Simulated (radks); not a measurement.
**Rh³⁺ in [Ar] 3d10 4s2 4p5 4d6 4f1: an all-electron calculation**

Aim: the levels, the sizes of the orbitals and the parts of the energy of the rhodium ion Rh3+.

Method: scalar-relativistic Kohn-Sham, PBE, spin-polarised, spherical densities, finite nucleus; open shells are filled with parallel spins first. Code: radks (a radial shooting solver on a logarithmic mesh, Libxc functionals) version 1.

## (1) What is computed

* element: rhodium (Z = 45)
* charge: +3
* electrons: 42
* configuration: [Ar] 3d10 4s2 4p5 4d6 4f1
* nuclear rms radius: 4.4945 fm

Outer shells as boxes (Hund's rule):

Rh³⁺
```
[Ar] core
3d [↑↓][↑↓][↑↓][↑↓][↑↓]
4s [↑↓]
4p [↑↓][↑↓][↑ ]
4d [↑↓][↑ ][↑ ][↑ ][↑ ]
4f [↑ ][  ][  ][  ][  ][  ][  ]
```

## (2) The run

The run's settings:

```text
Z 45
configuration [Ar] 3d10 4s2 4p5 4d6 4f1 5s0 5p0 5d0 5f0
relativity scalar-relativistic
functional pbe,pbe
spin polarised
nucleus finite rms 4.4945 fm
c 137.035999084
```

Started as:

```
> python run_ks.py task.json out
```

The same process makes all the runs of this session.

What does the calculation give?

As calculated:

```
                        quantity                   value
                    total energy     -4779.15961 hartree
exchange-correlation share of it                  2.87 %
                            −T/E                  1.0357
          highest occupied level       4f up, -12.813 eV
    most extended occupied level  4f up, <r> = 3.33 bohr
 radius at density 0.001 e/bohr³               4.09 bohr
    maxima of the radial density                       4
```

What this shows: 4 principal shells are occupied and 4 maxima appear in the radial density. −T/E is 1.036: with relativity the kinetic term as defined here no longer equals −E. This is not the tabulated ground configuration, so its levels and sizes aren't those of the ground state, and no measured value stands beside it.
